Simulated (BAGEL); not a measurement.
# CHFNSi (SMILES N#C[SiH]F), run twice

Aim: the energy of CHFNSi at CASCI(6 orbitals)/def2-SVPD (density fitting with svp-jkfit).

The results are computed with BAGEL 1.2.2.

4 further runs of the same task are left out: 3 that didn't finish, 1 set aside as unsound or not needed.

### Step 1. The molecule

The species is CHFNSi (5 atoms), meant as a doublet with charge 0. As SMILES, `N#C[SiH]F`. The coordinates come from a PBE0-D4/def2-TZVP relaxation.

Bond lengths: N1–C2 1.154 Å, C2–Si3 1.837 Å, Si3–F4 1.591 Å, Si3–H5 1.482 Å. Angles: N1–C2–Si3 173.9°, C2–Si3–F4 108.1°, C2–Si3–H5 109.3°, F4–Si3–H5 109.8°.

### Step 2. First attempt

casci.json

```json
{ "bagel" : [

{
  "title" : "molecule",
  "basis" : "def2-svpd.json",
  "angstrom" : false,
  "geometry" : [
    { "atom" : "N", "xyz" : [     2.54621698,    -2.19964121,     2.62917596 ] },
    { "atom" : "C", "xyz" : [     1.34888651,    -1.11493841,     1.16444924 ] },
    { "atom" : "Si", "xyz" : [    -0.27608899,     0.56238249,    -1.40501137 ] },
    { "atom" : "F", "xyz" : [    -3.00523146,    -0.65592394,    -1.73420166 ] },
    { "atom" : "H", "xyz" : [    -0.51948571,     3.26922620,    -0.73245785 ] }
  ]
},

{
  "title" : "hf",
  "charge" : 1
},

{
  "title" : "fci",
  "nstate" : 1,
  "charge" : 0,
  "ncore" : 14,
  "nspin" : 1,
  "norb" : 6
}

]}
```

Started as:

```bash
$ BAGEL_NUM_THREADS=1 BAGEL casci.json > casci.out
```

Log:

```text
* using 1 threads per process

  ===============================================================
  ===============================================================

  *** Geometry ***

  { "atom" : "N", "xyz" : [      2.546217,     -2.199641,      2.629176 ] },
  { "atom" : "C", "xyz" : [      1.348887,     -1.114938,      1.164449 ] },
  { "atom" : "Si", "xyz" : [     -0.276089,      0.562382,     -1.405011 ] },
  { "atom" : "F", "xyz" : [     -3.005231,     -0.655924,     -1.734202 ] },
  { "atom" : "H", "xyz" : [     -0.519486,      3.269226,     -0.732458 ] },

  Number of basis functions:       95
  Number of electrons      :       37

    * METHOD: MOLECULE                             0.00

  ERROR: EXCEPTION RAISED:  It seems that DF basis was not specified in molecule block
```

Wall time 0.36 s (1 thread of Intel Xeon Platinum 8488C (Sapphire Rapids), shared host); peak memory 0.14 GiB.

### Step 3. Diagnosis

The program refused the input.

The telling line is `ERROR: EXCEPTION RAISED:  It seems that DF basis was not specified in molecule block`. What is wrong: no fitting set is given.

### Step 4. The mended input

casci.json

```json
{ "bagel": [

{
  "title": "molecule",
  "basis": "def2-svpd.json",
  "df_basis": "svp-jkfit",
  "geometry": [
    { "atom": "N", "xyz": [  2.54621698, -2.19964121,  2.62917596 ] },
    { "atom": "C", "xyz": [  1.34888651, -1.11493841,  1.16444924 ] },
    { "atom": "Si", "xyz": [ -0.27608899,  0.56238249, -1.40501137 ] },
    { "atom": "F", "xyz": [ -3.00523146, -0.65592394, -1.73420166 ] },
    { "atom": "H", "xyz": [ -0.51948571,  3.26922620, -0.73245785 ] }
  ]
},
{
  "title": "hf",
  "charge": 1
},
{
  "title": "fci",
  "nstate": 1,
  "ncore": 14,
  "nspin": 1,
  "norb": 6
}

]}
```

The basis set def2-SVPD is read from a file made from the Basis Set Exchange's data (not shown).

Started as:

```bash
$ BAGEL_NUM_THREADS=1 BAGEL casci.json > casci.out
```

Log:

```text
* using 1 threads per process

  ===============================================================
  ===============================================================

  *** Geometry ***

  { "atom" : "N", "xyz" : [      2.546217,     -2.199641,      2.629176 ] },
  { "atom" : "C", "xyz" : [      1.348887,     -1.114938,      1.164449 ] },
  { "atom" : "Si", "xyz" : [     -0.276089,      0.562382,     -1.405011 ] },
  { "atom" : "F", "xyz" : [     -3.005231,     -0.655924,     -1.734202 ] },
  { "atom" : "H", "xyz" : [     -0.519486,      3.269226,     -0.732458 ] },

  Number of auxiliary basis functions:      375

  Since a DF basis is specified, we compute 2- and 3-index integrals:
    o Being stored without compression. Storage requirement is 0.027 GB

  Number of basis functions:       95
  Number of electrons      :       37

    * METHOD: MOLECULE                             0.14

  *** RHF ***

  === Nuclear Repulsion ===
   130.7648012998

      * DIIS with orbital gradients will be used.

  === RHF iteration (def2-svpd.json) ===
      0       -480.32015402          0.02725832           0.05
      1       -480.43085798          0.02526087           0.05
      2       -480.68303177          0.00237264           0.05
      3       -480.68628722          0.00143245           0.05
      4       -480.68735864          0.00027214           0.05
      5       -480.68745408          0.00010820           0.05
      6       -480.68747004          0.00006132           0.05
      7       -480.68747720          0.00003182           0.05
      8       -480.68747966          0.00001432           0.05
      9       -480.68748012          0.00000702           0.05
     10       -480.68748017          0.00000260           0.05
     11       -480.68748018          0.00000094           0.05
     12       -480.68748018          0.00000038           0.07
     13       -480.68748018          0.00000018           0.05
     14       -480.68748018          0.00000009           0.05
     15       -480.68748018          0.00000005           0.05
     16       -480.68748018          0.00000003           0.05
     17       -480.68748018          0.00000002           0.05
     18       -480.68748018          0.00000001           0.05
    * SCF iteration converged.

    * Permanent dipole moment:
           (   -0.389961,    -1.531966,     1.791854) a.u.

    * METHOD: HF                                   1.13

  ---------------------------
        FCI calculation
  ---------------------------

  Performs exactly the same way as Knowles & Handy 1984 CPL

  o alpha-beta strings
      length:            21
  o size of the space
      determinant space:  90
      spin-adapted space: 70

  o single displacement lists (alpha)
      length:            60
  o single displacement lists (beta)
      length:           180
 Constructing space of all determinants that can formed by removing 1 electron from 5 alpha and 4 beta electrons.

 Space is made up of 4 determinants.
  o forming links

     guess   0:   closed 1111..               open ....1.

  === FCI iteration ===

      0  0      -481.01370257     7.69e-03      0.00
      1  0      -481.02097621     2.08e-03      0.00
      2  0      -481.02137817     4.27e-04      0.00
      3  0      -481.02139286     1.13e-04      0.00
      4  0      -481.02139390     1.95e-05      0.00
      5  0      -481.02139394     4.60e-06      0.00
      6  0      -481.02139394     1.13e-06      0.00
      7  0      -481.02139394     2.23e-07      0.00
      8  0      -481.02139394     4.99e-08      0.00
      9  0      -481.02139394     1.01e-08      0.00
     10  0      -481.02139394     2.36e-09      0.00
     11  0      -481.02139394     4.86e-10      0.00
     12  0      -481.02139394     1.12e-10      0.00
     13  0 *    -481.02139394     2.73e-11      0.00

     * ci vector, state   0, <S^2> = 0.7500
       2222a.     0.9924195033
       222a2.     0.0858714974
       a2222.     0.0580110211

    * METHOD: FCI                                  0.05

  ===============================================================
```

Wall time 1.7 s (1 thread of Intel Xeon Platinum 8488C (Sapphire Rapids), shared host); peak memory 0.14 GiB.

### Step 5. Results

Level: CASCI(6 orbitals)/def2-SVPD (density fitting with svp-jkfit).

```
    quantity          value
total energy  -481.02139 Eh
```
